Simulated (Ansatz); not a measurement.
LiPb, space group R-3m: a frozen displacement of one atom, run with the Python package of Ansatz (0.2.0).

Script `push_lipb.py`:
```python
import warnings

import ansatz as az
import numpy as np

warnings.simplefilter("ignore", az.DeckWarning)

lattice = az.Lattice.of(
    (2.4935, 1.439623, 2.062667),
    (-2.4935, 1.439623, 2.062667),
    (0.0, -2.879246, 2.062667),
)
sites = [
    ("Li", (0.5, 0.5, 0.5)),
    ("Pb", (0.0, 0.0, 0.0)),
]
crystal = az.Crystal(lattice=lattice)
for symbol, position in sites:
    crystal = crystal.atom(symbol, position)

inverse = np.linalg.inv(np.array(crystal.lattice.vectors))
home = np.array(crystal.sites[1].position)
values = np.linspace(-0.05, 0.05, 5)
energies, pulls = [], []
for shift in values:
    moved = crystal.move(1, to=home + shift * inverse[1])
    setup = moved.calculation()
    setup = setup.functional("lda").basis(260, density_ratio=6)
    setup = setup.kpoints(7, center="monkhorst-pack")
    setup = setup.occupations(az.OccupationsMethod.COLD, width=0.1)
    setup = setup.scf(tolerance=1e-07).forces()
    report = setup.run().report
    energies.append(report["free_energy_ev"])
    pulls.append(report["forces_ev_ang"][1][1])

print("shift (A)   dE (eV)   force along y (eV/A)")
for shift, e, f in zip(values, energies, pulls):
    print(f"{shift:8.3f} {e - energies[2]:10.5f} {f:12.4f}")
print(f"stiffness from energies {2 * np.polyfit(values, energies, 2)[0]:.3f}, from forces {-np.polyfit(values, pulls, 1)[0]:.3f} eV/A^2")
```

How stiff is this displacement, and do energies and forces agree?

The curvature of the energy gives 1.401 eV/Å² and the slope of the force 1.404 eV/Å², a positive curvature.

What the script printed:

`python push_lipb.py` gives:
```text
shift (A)   dE (eV)   force along y (eV/A)
  -0.050    0.00175       0.0702
  -0.025    0.00044       0.0350
   0.000    0.00000       0.0000
   0.025    0.00044      -0.0350
   0.050    0.00175      -0.0702
stiffness from energies 1.401, from forces 1.404 eV/A^2
```

Caveats:
- The settings weren't tested for convergence.
- The cutoff lies under the one recommended for these potentials.
- For a metal this k-point mesh is coarse: on a finer one energies can move by several to tens of meV an atom and pressures by half a GPa or more, differences at one mesh by less.
- In a metal a curvature from energy changes of a few meV or less hangs on mesh and smearing, in size and even in sign.
- Spin-orbit coupling, which matters for elements this heavy, is left out.
- The structure is a deposited one; some such entries were measured under pressure or heat, so a shift against it needn't be the functional's error alone.
- All periodic images of the atom move with it, so the curvature is one diagonal element of the zone-centre force constants and no normal mode; a positive value doesn't exclude soft modes in which several atoms move.
- The script silences the warnings on its input, which a real study should read.
- Wall time of the script: 8.3 s on 1 thread of Intel(R) Xeon(R) Processor @ 2.30GHz (shared host), peak memory 0.51 GiB.
